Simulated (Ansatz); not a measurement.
# Hf2PbO3: the cost of one run

Computed with Ansatz 0.2.0 (DFT PBE, scalar-relativistic, plane waves, PAW, unless a step's input says otherwise).

## Step 1: The system as given

The structure is hexagonal, space group P6/mmm (No. 191). Conventional cell: a = 5.144 Å, b = 5.144 Å, c = 4.179 Å, α = 90.00°, β = 90.00°, γ = 120.00°. Around Hf (site symmetry -6m2) lie 6 O at 2.56 Å. Pb (site symmetry 6/mmm) has 6 Hf at 2.97 Å and 12 O at 3.31 Å as nearest neighbours. O (site symmetry mmm) is surrounded by 4 Hf at 2.56 Å and 4 O at 2.57 Å and 4 Pb at 3.31 Å.

Coordinates:

```xyz
6
Lattice="5.1435 0.0000 0.0000 -2.5718 4.4544 0.0000 0.0000 0.0000 4.1786" Properties=species:S:1:pos:R:3 pbc="T T T"
Hf    0.0000    2.9696    0.0000
Hf    2.5718    1.4848    0.0000
Pb    0.0000    0.0000    0.0000
O     2.5718    0.0000    2.0893
O     1.2859    2.2272    2.0893
O    -1.2859    2.2272    2.0893
```

A structure generator made this guess: species swapped into a database cell of LaAl2Ag3 (P6/mmm, No. 191), with Pb on the La sites, Hf on the Al sites and O on the Ag sites. The dimensions are guesses.

## Step 2: Probe: one point on a coarse mesh

input.yaml reads:

```yaml
crystal:
  lattice:
    - [5.14352269, 0.0, 0.0]
    - [-2.57176135, 4.45442132, 0.0]
    - [0.0, 0.0, 4.17859258]
  atoms:
    - { symbol: Hf, position: [0.33333333, 0.66666667, 0.0] }
    - { symbol: Hf, position: [0.66666667, 0.33333333, 0.0] }
    - { symbol: Pb, position: [0.0, 0.0, 0.0] }
    - { symbol: O, position: [0.5, 0.0, 0.5] }
    - { symbol: O, position: [0.5, 0.5, 0.5] }
    - { symbol: O, position: [0.0, 0.5, 0.5] }
basis:
  ecutwfc: 420
kpoints:
  mp_grid: { grid: [6, 6, 4] }
hamiltonian:
  xc: pbe
scf:
  occupations: { method: gaussian, width: 0.1 }
  lower_state_search: "off"
output:
  forces: true
  stress: true
  eigenvalues: true
```

The run is started by

```sh
ansatz run input.yaml --threads 1 --pin off --max-ram 2048MiB --backend cpu --events-out ev --progress --plain --runs-dir out
```

**Question.** How long does this run take on 1 thread of Intel Xeon Platinum 8275CL at 3.00GHz (Skylake/Cascade Lake), shared host, and how much memory does it need?

About 8.4 s, with a peak of 0.47 GiB.
